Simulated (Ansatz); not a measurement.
# H2MnN: the cost of one run

Computed with Ansatz 0.2.0, Gaussian basis. Level: def2-TZVPP, core rule «outside noble gas», up to 10 orbitals frozen.

To be run: UHF; CCSD(T) on RHF; CCSDT(Q) on RHF; CASSCF and NEVPT2, 14 electrons in 12 orbitals.

10 further runs of the same task are left out: 4 for a known fault of the program, 2 that didn't finish, 4 set aside as unsound or not needed.

**1. The geometry**

The geometry is a PBE0/def2-TZVP stationary point (not a proven minimum).

4 atoms, charge 0, spin multiplicity 1.

Atoms are counted from 1 here; the program's logs count them from 0.

Bond lengths: Mn1–N2 1.746 Å, N2–H3 1.012 Å, N2–H4 1.012 Å. Angles: Mn1–N2–H3 125.1°, Mn1–N2–H4 125.1°, H3–N2–H4 109.7°.

**2. UHF**

in.yaml reads:

```yaml
crystal:
  periodic: [false, false, false]
  atoms:
    - {symbol: Mn, position_ang: [0.000000, 0.000000, 0.410791]}
    - {symbol: N, position_ang: [0.000000, 0.000000, -1.335217]}
    - {symbol: H, position_ang: [0.000000, 0.827855, -1.917819]}
    - {symbol: H, position_ang: [0.000000, -0.827855, -1.917819]}
basis:
  gaussian: {orbitals: def2-TZVPP}
magnetization: {spin_polarized: true, initial_magnetization: 0}
hamiltonian: {xc: hf}
output: {orbitals: {seedname: orbitals}}
```

Command:

```bash
> ansatz run in.yaml --threads 1 --pin off --events-out ev --progress --plain --max-ram 4096MiB --backend cpu
```

**Question.** How long does this run take on 1 thread of AMD EPYC 7R13, shared host, and how much memory does it need?

About 94 s, with a peak of 0.35 GiB.
